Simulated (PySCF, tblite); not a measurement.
**C6H8F radical: geometry, infrared bands and EPR parameters**

What infrared bands and EPR parameters should C6H8F radical (`CC1=C([CH]F)CC1`) show?

Programs: tblite 0.8.0 and PySCF 2.14.0, with density-fitted response routines of our own. Each step states its level of theory. These are calculated values for one molecule in the gas phase, unless marked as measured. Atoms count from 0, in the outputs and in this text.

### 1 The starting structure

15 atoms, charge 0, multiplicity 2; geometry from: force field or distance geometry start.

Bonds of the start (Å): C0–C1 1.50, C1–C2 1.31, C2–C3 1.51, C3–F4 1.39, C2–C5 1.48, C5–C6 1.50, C6–C1 1.47, C0–H7 1.10, C0–H8 1.11, C0–H9 1.10, C3–H10 1.11, C5–H11 1.10, C5–H12 1.12, C6–H13 1.13, C6–H14 1.11.

### 2 Geometry optimisation with GFN2-xTB

The job: settings as JSON, then the geometry in Å.

```
{"job": {"kind": "relax", "xc": "GFN2-xTB", "basis": "xTB"}, "charge": 0, "multiplicity": 2}
C      1.473300    -1.216700    -0.400800
C      0.503400    -0.110600    -0.104700
C     -0.753000    -0.043300     0.263200
C     -1.844000    -1.051600     0.513800
F     -1.334500    -2.341400     0.472300
C     -0.804200     1.437700     0.321300
C      0.635600     1.351500    -0.080400
H      1.857100    -1.580800     0.565800
H      0.974100    -1.981900    -1.022900
H      2.347000    -0.848000    -0.965300
H     -2.714000    -0.897300    -0.151300
H     -1.513000     1.856700    -0.404700
H     -1.008000     1.868800     1.336400
H      1.346700     1.743800     0.705100
H      0.829200     1.821100    -1.069900
```

On the command line:

```console
$ OMP_NUM_THREADS=1 python probes_run.py task.json out
```

The driver reads the jobs from task.json and runs them one after another.

**Question.** This job is followed by: GFN2-xTB harmonic vibrations, gas phase; UKS B3LYP, pcH-1 on C F H, non-relativistic, mean-field spin-orbit, GIAO. What will the session give for the following? strongest single infrared mode (GFN2-xTB); zero-point energy (GFN2-xTB); g(iso) (B3LYP); ⟨S²⟩; largest a(iso) (averaged by class); potential on the surface of density 0.002 e/bohr³, 1st and 99th percentile.

As calculated:

| quantity | value |
| --- | --- |
| strongest single infrared mode (GFN2-xTB) | 1082 cm⁻¹, 111 km/mol |
| zero-point energy (GFN2-xTB) | 75.0 kcal/mol |
| g(iso) (B3LYP) | 2.00329 |
| ⟨S²⟩ | 0.775 (exact 0.75) |
| largest a(iso) (averaged by class) | 19F on F4, 88.7 MHz |
| potential on the surface of density 0.002 e/bohr³, 1st and 99th percentile | -0.89 V and 0.97 V |

In words: Over 94 steps the energy fell by 1.038 eV; of the close pairs, C2–C3 changed most, 1.507 to 1.359 Å. All 39 modes are real, so the xTB geometry is a minimum. The strongest single mode, at 1082 cm⁻¹, is spread over many atoms; the largest shares are those of C3, F4. Unscaled tight-binding wavenumbers are off by several per cent, some by more. Its intensities can rank the bands wrongly. The largest spin populations lie on C1 (0.63 e), C3 (0.59 e). The isotropic g lies 1.0 ppt above the free-electron value. These values are for one conformer; the search (at its own cheap level) found 1 more, at 0.53 kcal/mol, and measured spectra average over such forms.
